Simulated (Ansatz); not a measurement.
CH3BClNO, SMILES ClB1NCO1, a ladder of methods at one geometry

Computed with Ansatz 0.2.0 through its Python package.

Run as a notebook:

```python
from pathlib import Path

import ansatz
import numpy as np
```

```python
geometry = (
    ansatz.Crystal.molecule()
    .atom("Cl", (-2.1402, 0.5919, 1.8371))
    .atom("B", (-0.8925, 0.4976, 0.5253))
    .atom("N", (0.5802, 0.141, 0.5987))
    .atom("C", (0.5294, -0.4979, -0.6513))
    .atom("O", (-0.8681, -0.188, -0.8259))
    .atom("H", (1.1411, 1.0474, 0.4688))
    .atom("H", (1.1132, -0.0565, -1.4457))
    .atom("H", (0.629, -1.5925, -0.5627))
)
```

```python
base = geometry.calculation().basis(gaussian="def2-SVP").scf(lower_state_search="light")
```

```python
print("functional    E (Ha)        dipole (D)   HOMO (eV)  LUMO (eV)")
for name in ["lda", "revpbe", "hf", "b3lyp"]:
    data = base.functional(name).forces().orbitals().run(threads=1, runs_dir="runs").report
    lines = Path(data["orbitals_path"]).read_text().splitlines()
    field_of = lambda key: [line.split("=")[1].strip() for line in lines if line.startswith(key)]
    orbitals = [(27.211386 * float(e), s, float(n)) for e, s, n in zip(field_of("Ene="), field_of("Spin="), field_of("Occup="))]
    homo = max(e for e, _, n in orbitals if n > 0.5)
    lumo = min(e for e, _, n in orbitals if n < 0.5)
    dipole = 4.803205 * np.linalg.norm(data["charge_distribution"]["dipole_moment_e_ang"])
    print(f"{name:10s} {data['free_energy_ev'] / 27.211386246:14.6f} {dipole:9.3f} {homo:11.3f} {lumo:10.3f}")
```

    functional    E (Ha)        dipole (D)   HOMO (eV)  LUMO (eV)
    lda           -651.584813     2.185      -5.969     -2.211
    revpbe        -654.546356     2.120      -5.778     -1.976
    hf            -652.848787     2.491     -11.252      2.376
    b3lyp         -654.699643     2.152      -7.095     -1.362

What to keep in mind:
- The settings weren't tested for convergence.
- The geometry is a force-field or estimated start, not a minimum of this method, and the basis set is short of its limit. A lower total doesn't mark the better method: functionals have no common bound, and MP2 and coupled cluster aren't variational.
- b3lyp holds the VWN-RPA fit, as in Gaussian; the form of ORCA and Turbomole is b3lyp5.
- Levels such as HOMO and LUMO are orbital energies: with these approximate functionals they aren't the ionisation energy and electron affinity, and their gap isn't the fundamental gap.
- The whole script took 7.6 s on 1 thread of Arm Neoverse V2, on a shared host, peak memory 0.24 GiB.
